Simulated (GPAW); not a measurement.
Here is a GPAW 26.7.0 calculation.

Contents of run.py:

```python
from ase import Atoms
from ase.dft.bandgap import bandgap
from ase.io import write
from ase.units import GPa
from gpaw import GPAW, PW

atoms = Atoms(['Ti', 'Ti', 'Si', 'Si', 'Si', 'Si'],
              cell=[[0.0, 4.1175163063, 4.2628978354],
                    [2.3895119538, 0.0, 4.2628978354],
                    [2.3895119538, 4.1175163063, 0.0]],
              scaled_positions=[[0.75, 0.75, 0.75],
                                [0.5, 0.5, 0.5],
                                [0.41256561, 0.08743439, 0.41256561],
                                [0.08743439, 0.41256561, 0.08743439],
                                [0.16256561, 0.83743439, 0.16256561],
                                [0.83743439, 0.16256561, 0.83743439]],
              pbc=True)

calc = GPAW(mode=PW(600),
            xc='LDA',
            kpts={'size': (6, 6, 6), 'gamma': True},
            occupations={'name': 'fermi-dirac', 'width': 0.05},
            setups={'Ti': ':d,4.0'},
            nbands=38,
            convergence={'density': 1e-05, 'energy': 1e-05},
            maxiter=150,
            txt='gpaw.txt')
atoms.calc = calc
energy = atoms.get_potential_energy()
forces = atoms.get_forces()
stress = atoms.get_stress()
calc.write('gs.gpw')
write('result.traj', atoms)
print(f'Energy: {energy:.6f} eV')
print('Forces (eV/A):')
print(forces.round(4))
print('Stress (GPa):', (stress / GPa).round(3))
print('Fermi level:', round(calc.get_fermi_level(), 4), 'eV')
print(f'Gap: {bandgap(calc)[0]:.4f} eV, direct: {bandgap(calc, direct=True)[0]:.4f} eV')
```

Potentials or basis: the program's PAW data sets (release 1.2.1) made for this functional, pw.

Run with:

```bash
$ OMP_NUM_THREADS=1 python run.py
```

(1) Estimate the largest force.

(2) What does it give for the pressure?

(3) Estimate the band gap on the k mesh.

## Answers

(1) 0.018 eV/Å.

(2) -1.4 GPa.

(3) none (metal or under the smearing width).

Caveat: U without spin polarisation on a metal has little footing; the U is typed as a test and isn't derived for this compound.
